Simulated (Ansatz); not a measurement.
**Tungsten, simple cubic: r²SCAN0 after r²SCAN**

How do the levels change when part of the exchange is made exact, and what does it cost? Spin polarisation is left out. The cell comes from an earlier r²SCAN relaxation. Exact exchange is dear, so the k-mesh is coarse, and r²SCAN is run on the same mesh for comparison.

Method: DFT, plane waves (500 eV) with PBE-made PAW files, scalar-relativistic; functionals as named at each step, in Ansatz 0.2.0.

### Step 1. The structure to begin with

The structure is cubic, space group Pm-3m (No. 221). Conventional cell: a = 2.622 Å, b = 2.622 Å, c = 2.622 Å, α = 90.00°, β = 90.00°, γ = 90.00°. W (site symmetry m-3m) is surrounded by 6 W at 2.62 Å.

Structure file:

```cif
data_structure
_symmetry_space_group_name_H-M 'Pm-3m'
_symmetry_Int_Tables_number 221
_cell_length_a 2.6220
_cell_length_b 2.6220
_cell_length_c 2.6220
_cell_angle_alpha 90.000
_cell_angle_beta 90.000
_cell_angle_gamma 90.000
_cell_volume 18.03
loop_
_atom_site_label
_atom_site_type_symbol
_atom_site_symmetry_multiplicity
_atom_site_Wyckoff_symbol
_atom_site_fract_x
_atom_site_fract_y
_atom_site_fract_z
_atom_site_occupancy
W1 W 1 a 0.00000 0.00000 0.00000 1
```

### Step 2. r²SCAN, coarse mesh

The run with r²SCAN.

Contents of input.yaml:

```yaml
crystal:
  lattice:
    - [2.6219968941, 0.0, 0.0]
    - [0.0, 2.6219968941, 0.0]
    - [0.0, 0.0, 2.6219968941]
  atoms:
    - { symbol: W, position: [0.0, 0.0, 0.0] }
hamiltonian:
  xc: r2scan
  pseudopotentials:
    kind: paw
    azcp:
      W: "pseudopotentials/W.paw.azcp"
basis:
  ecutwfc: 500
  fft_grid_basis: typed
kpoints:
  mp_grid: { grid: [6, 6, 6], shift: [0, 0, 0] }
magnetization:
  spin_polarized: false
scf:
  occupations: { method: fermi_dirac, width: 0.1 }
output:
  write_density: true
  write_potential: true
  elf: true
  volumetric_format: npy
```

Started as:

```console
> ansatz run input.yaml --threads 4 --pin off --max-ram 8192MiB --backend cpu --events-out ev --progress --plain --runs-dir out
```

Standard output, cut to the lines that bear on the results:

```text
Warning: RAYON_NUM_THREADS=4 ignored (pool sized by the plan → 4); use --threads N
[...]
Pseudopotentials: kind: paw
Pseudopotential: W, paw, valence charge 14, recommended cutoff 500 eV (meta_gga), <dir>
Functional definition: r2SCAN
[...]
Crystal: 1 atoms, lattice volume = 18.026 Å³
Basis set: ecut = 500 eV, 461 PW (Γ), exchange–correlation on 80×80×80 points (64 copies of the dense FFT grid, shifted against one another)
Bands: 11, of which v1, the nominal top of the filled ones, is band 7 counted from 1 (6 counted from 0)
Symmetry: 48 space group operations
Space group: Pm-3m (ITA 221), of the structure as read, at distance tolerance 2.6e-5 Å
k-points: 20 of 216
[...]
SCF iter   1: F=—  HF=-10395.813183 eV  |F-HF|=—  |Δ(HF+E_count)|=         —  Δρ=5.07e-3  dr2=1.62e-3  dr2_τ=3.20e-2  ethr=1.77e-3  ⟨swp⟩=5.0  Hψ=1364  notcnv=0
[...]
SCF iter   6: F=-10395.835636 eV  HF=-10395.835636 eV  |F-HF|=3.12e-9  |Δ(HF+E_count)|=   2.52e-8  Δρ=3.07e-6  dr2=1.17e-9  dr2_τ=4.25e-10  ethr=7.42e-11  ⟨swp⟩=1.1  Hψ=666  notcnv=0
[...]
SCF converged after 6 iterations
Free energy (F): -10395.835636 eV
[...]
E sigma→0 (E₀):  -10395.818941 eV
Entropy (-TS):   -0.033390 eV (-33.390 meV/atom)
Fermi energy:    19.253271 eV
[...]
--- Band table (eV; the first three rows and the last of 20) ---
  k-point 0: bands = ["-56.6312", "-19.5779", "-19.5779", "-19.5779", "10.2410", "14.5581", "14.5581", "24.3913", "24.3913", "24.3913", "34.9205"]
[...]
```

Wall time 0.97 s (4 threads of Arm Neoverse V2, shared host); peak memory 0.27 GiB.

Density in a lattice plane of the grid's cell (edges 2.62 and 2.62 Å, at 0.000 of the third edge), which holds W.

Ten even steps from ' ' (0.22 e/Å³) to '@' (5.30 e/Å³):
```
##%%@@@@@@##++--::..          ..::--++##@@@@@@%%
@@@@@@@@%%**==--....          ....--==**%%@@@@@@
@@@@@@%%##++--::..              ..::--++##%%@@@@
%%%%##**++--::..                  ..::--++**##%%
**++++==--::..                      ..::--==++++
------::....                          ....::----
........                                  ......
....                                          ..
                                                
                                                
                                                
....                                          ..
........                                  ......
------::....                          ....::----
**++++==--::..                      ..::--==++++
%%%%##**++--::..                  ..::--++**##%%
@@@@@@%%##++--::..              ..::--++##%%@@@@
@@@@@@@@%%**==--....          ....--==**%%@@@@@@
##%%@@@@@@##++--::..          ..::--++##@@@@@@%%
**##%%@@@@%%**==::..          ..::==**%%@@@@%%##
```
Columns run along the first of these edges and rows up along the second, over one cell in 24 and 20 even steps from the bottom left corner. Atoms in the plane (fractional): W at (0.00, 0.00).

ELF in the same plane.

Ten even steps from '0' (0.00) to '9' (0.74):
```
123689986555555568998632
346799876545554567899764
788998765445554456789988
999987643344544334678999
999875433345554333457899
887654323345554332345678
665443333455655433334456
555444444556665544444455
555444455566666555444455
555555556666766665555555
555444455566666555444455
555444444556665544444455
665443333455655433334456
887654323345554332345678
999875433345554333457899
999987643344544334678999
788998765445554456789988
346799876545554567899764
123689986555555568998632
002589987555555578998520
```
Columns run along the first of these edges and rows up along the second, over one cell in 24 and 20 even steps from the bottom left corner. Atoms in the plane (fractional): W at (0.00, 0.00).

Both are smooth fields of the valence electrons: close to the nuclei they are not physical.

Maxima of ELF outside the ion cores: 0.52 between the atoms, 1.9 Å from W.

### Step 3. r²SCAN0, coarse mesh

The run with r²SCAN0.

input.yaml: that of step 2 with these lines changed.

```diff
@@ -8,3 +8,3 @@
 hamiltonian:
-  xc: r2scan
+  xc: r2scan0
   pseudopotentials:
@@ -22,6 +22 @@
   occupations: { method: fermi_dirac, width: 0.1 }
-output:
-  write_density: true
-  write_potential: true
-  elf: true
-  volumetric_format: npy
```

Started as:

```console
> ansatz run input.yaml --threads 4 --pin off --max-ram 8192MiB --backend cpu --events-out ev --progress --plain --runs-dir out
```

Standard output, cut to the lines that bear on the results:

```text
Warning: RAYON_NUM_THREADS=4 ignored (pool sized by the plan → 4); use --threads N
[...]
Pseudopotentials: kind: paw
Pseudopotential: W, paw, valence charge 14, recommended cutoff 500 eV (meta_gga), <dir>
Functional definition: r2SCAN0
[...]
Crystal: 1 atoms, lattice volume = 18.026 Å³
Basis set: ecut = 500 eV, 461 PW (Γ), exchange–correlation on 80×80×80 points (64 copies of the dense FFT grid, shifted against one another)
Bands: 11, of which v1, the nominal top of the filled ones, is band 7 counted from 1 (6 counted from 0)
Symmetry: 48 space group operations
Space group: Pm-3m (ITA 221), of the structure as read, at distance tolerance 2.6e-5 Å
k-points: 20 of 216
[...]
SCF iter   1: F=—  HF=-10395.806215 eV  |F-HF|=—  |Δ(HF+E_count)|=         —  Δρ=5.41e-3  dr2=2.27e-3  dr2_τ=2.41e-2  ethr=1.77e-3  ⟨swp⟩=6.5  Hψ=853  notcnv=0
[...]
Frozen-core exchange: fock
[...]
hybrid outer 2: dexx = +1.069e-6 eV, tail = 1.13e-8 eV, Δε = 5.15e-3 eV (about 1.73e-4 eV left of the loop's levels)
hybrid SCF converged: 2 outer / 7 inner (+6 warm-up), last move |dexx| = 1.07e-6 eV, tail = 1.13e-8 eV
Stability not checked: this state was not tested for a lower state beside it, because the functional holds exact exchange (a hybrid, or Hartree-Fock), whose exchange loop this test does not read (fock_operator; see scf.lower_state_search)
Free energy (F): -10391.452160 eV
Frozen-core exchange: fock
[...]
E sigma→0 (E₀):  -10391.443363 eV
Entropy (-TS):   -0.017594 eV (-17.594 meV/atom)
Fermi energy:    19.352097 eV
[...]
--- Band table (eV; the first three rows and the last of 20) ---
  k-point 0: bands = ["-60.5912", "-22.2062", "-22.2062", "-22.2062", "8.7185", "13.2679", "13.2679", "25.6258", "25.6258"]
[...]
  guard bands above this table: 2 of the run's 11 bands. The solve was not asked for them (output.publish_guard_bands: true or output.eigenvalues: true publishes all)
```

It took 3.2 s on 4 threads of Arm Neoverse V2, shared host; peak memory 0.83 GiB.

### Step 4. The functionals compared

```
functional               gap on the mesh  Fermi energy (eV)  SCF cycles  exchange loops  CPU time
    r²SCAN  none (levels filled in part)             19.253           6               -     1.5 s
   r²SCAN0  none (levels filled in part)             19.352          13               2     8.2 s
```

### Step 5. Summary of results

| quantity | value |
| --- | --- |
| r²SCAN: gap | none (levels filled in part) |
| r²SCAN0: gap | none (levels filled in part) |
| r²SCAN0: SCF cycles, exchange loops | 13, 2 |
| r²SCAN0: CPU time over that of r²SCAN | 5.4 |
| r²SCAN0: relative to bcc | +1800 meV/atom |

What this shows: Neither r²SCAN nor r²SCAN0 shows a clean gap on this mesh. r²SCAN0 cost 5.4 times the CPU time of r²SCAN. The exchange operator of r²SCAN0 was renewed in 2 outer loops. To compare with dense-mesh energies, the change of r²SCAN from this mesh and smearing to its dense run (+67.0 meV/atom, from a run not shown) is added. Under r²SCAN0 it lies 1800 meV/atom above bcc (computed apart in the same way); on such meshes a few tens of meV are uncertain for metals. Absolute energies differ from functional to functional, by eV per atom at times, and say nothing by themselves.
